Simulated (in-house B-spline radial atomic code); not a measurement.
**Ba⁴⁹⁺: ionisation energy by several methods**

Wanted: one ionisation energy, Ba⁴⁹⁺ to configuration [He] 2s2 2p2, up the ladder of functionals.

The numbers are computed with in-house B-spline radial atomic code version 1 (scalar-relativistic (X2C), several functionals, spin-polarised, exact exchange averaged over the configuration; spherical all-electron atom at the radial basis limit), except any that are marked as measured or tabulated.

### Step 1. Starting point

* element: barium (Z = 56)
* charge: +49
* electrons: 7
* configuration: [He] 2s2 2p3
* nucleus: Fermi, rms radius 4.838 fm

Outer shells as boxes (Hund's rule):

[He] 2s2 2p3
```
[He] core
2s [↑↓]
2p [↑ ][↑ ][↑ ]
```

Where spins are not typed, each open shell is filled with up spins first.

### Step 2. BHandHLYP, a global hybrid

Settings of the run:

```ini
Z = 56
electrons = 7.0
configuration = [He] 2s2 2p3
hamiltonian = x2c
method = bhandhlyp
spin_polarised = True
nucleus = fermi
rms_radius = 4.8378
mass_number = 138
atomic_mass = 137.905247059
speed_of_light = 137.035999084
exact_exchange = averaged over the configuration
```

On the command line:

```
> python run_scf.py task.json out
```

The settings of every run stand in task.json; they run in order.

### Step 3. LC-ωPBE, a range-separated hybrid

Settings: those of step 2 with these lines changed.

```diff
@@ -4,3 +4,3 @@
 hamiltonian = x2c
-method = bhandhlyp
+method = lc_wpbe
 spin_polarised = True
```

Q: The tabulated ionisation energy is 9077 ± 4 eV (tabulated theoretical; NIST Atomic Spectra Database). What does each method give, and which comes nearest?

The runs gave:

| method | rung | total energy (hartree) | ΔSCF (eV) | −ε highest (eV) | ΔSCF less tabulated (eV) |
| --- | --- | --- | --- | --- | --- |
| BHandHLYP | global hybrid | -5059.8946 | 9250.46 | 9189.27 (2p up) | +173.46 |
| LC-ωPBE | range-separated hybrid | -5059.5440 | 9247.50 | 9129.82 (2p up) | +170.50 |

What this shows: Tables give 9077 ± 4 eV (tabulated theoretical; NIST Atomic Spectra Database) for the ionisation energy. LC-ωPBE misses by +170.50 eV, the least, and BHandHLYP by +173.46 eV (1.9 %), the most. All methods miss on the same side by much the same amount, which points to something that they share. Relativistic terms that these runs lack can be as large as the gaps between close methods, so the nearest may be so by luck. Spin-orbit coupling is left out. Open shells are averaged (over orientations, and over spins where the run is restricted), while tables refer to the lowest levels.

Members of this set that are not shown: 1 did not converge.
